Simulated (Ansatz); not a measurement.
# WS2: the cost of one run

Computed with the Python package of Ansatz 0.2.0. Level of theory: DFT PBEsol, plane waves, PAW.

**1. Starting point**

The structure is trigonal, space group P-3m1 (No. 164). The conventional cell has a = 3.183 Å, b = 3.183 Å, c = 23.669 Å, α = 90.00°, β = 90.00°, γ = 120.00°. W (site symmetry 3m) has 6 S at 2.41 Å as nearest neighbours. S (site symmetry 3m) has 3 W at 2.41 Å as nearest neighbours.

The script holds or builds the structure itself.

**2. The code**

kconv.py

```python
"""Convergence of WS2 with the k-point mesh."""

from dataclasses import dataclass

import ansatz as az
import matplotlib.pyplot as plt


@dataclass(frozen=True)
class Settings:
    functional: str = "PBEsol"
    occupations: str = "fermi_dirac"
    sigma: float = 0.1


cfg = Settings()

ws2 = (
    az.Lattice.from_parameters(3.183209, 3.183209, 23.668763, alpha=90.0, beta=90.0, gamma=120.0)
    .atom("W", (1 / 3, 2 / 3, 0.637318))
    .atom("W", (2 / 3, 1 / 3, 0.362682))
    .atom("S", (1 / 3, 2 / 3, 0.296816))
    .atom("S", (2 / 3, 1 / 3, 0.571442))
    .atom("S", (1 / 3, 2 / 3, 0.428558))
    .atom("S", (2 / 3, 1 / 3, 0.703184))
)

job = (
    ws2.calculation()
    .functional(cfg.functional)
    .basis(31 * az.Ry)
    .occupations(cfg.occupations, width=cfg.sigma)
)

rows = []
for value in [0.9, 0.7, 0.55, 0.45, 0.35]:
    data = job.kpoints(spacing=value).run().report
    rows.append((value, data["free_energy_ev"] / len(data["lattice"]["sites"]), data["n_iterations"], data["n_kpoints"]))

print("spacing (1/A)   F/atom (eV)    iterations      k-points")
for row in rows:
    print(f"{str(row[0]):>12s}  {row[1]:12.5f}  {row[2]:12d}  {row[3]:12d}")

# differences from the last row
for row in rows[:-1]:
    shift = 1000 * (row[1] - rows[-1][1])
    print(f"{row[0]}: {shift:+.2f} meV/atom" + ("  (within 5 meV)" if abs(shift) < 5 else ""))
plt.figure(figsize=(4.5, 3))
plt.plot([str(row[0]) for row in rows], [1000 * (row[1] - rows[-1][1]) for row in rows], "o-")
plt.xlabel("spacing (1/A)")
plt.ylabel("F - F(last) (meV/atom)")
plt.tight_layout()
plt.savefig("kconv.png", dpi=100)
```

**3. The input behind the calls**

The package turns the script's settings into the engine's input (first run):

```yaml
crystal:
  lattice:
    a: 3.183209
    b: 3.183209
    c: 23.668763
    alpha: 90.0
    beta: 90.0
    gamma: 120.0
  atoms:
    - { symbol: W, position: [0.3333333333333333, 0.6666666666666666, 0.637318] }
    - { symbol: W, position: [0.6666666666666666, 0.3333333333333333, 0.362682] }
    - { symbol: S, position: [0.3333333333333333, 0.6666666666666666, 0.296816] }
    - { symbol: S, position: [0.6666666666666666, 0.3333333333333333, 0.571442] }
    - { symbol: S, position: [0.3333333333333333, 0.6666666666666666, 0.428558] }
    - { symbol: S, position: [0.6666666666666666, 0.3333333333333333, 0.703184] }
basis:
  ecutwfc: 421.77648681281397
kpoints:
  mp_grid:
    kspacing: 0.9
hamiltonian:
  xc: pbesol
scf:
  occupations:
    method: fermi_dirac
    width: 0.1
```

**4. The run**

On the command line:

```
$ python kconv.py
```

**Question.** How long does this script take on 1 thread of Arm Neoverse V1, shared host, and how much memory does it need?

About 12 s, with a peak of 0.5 GiB.
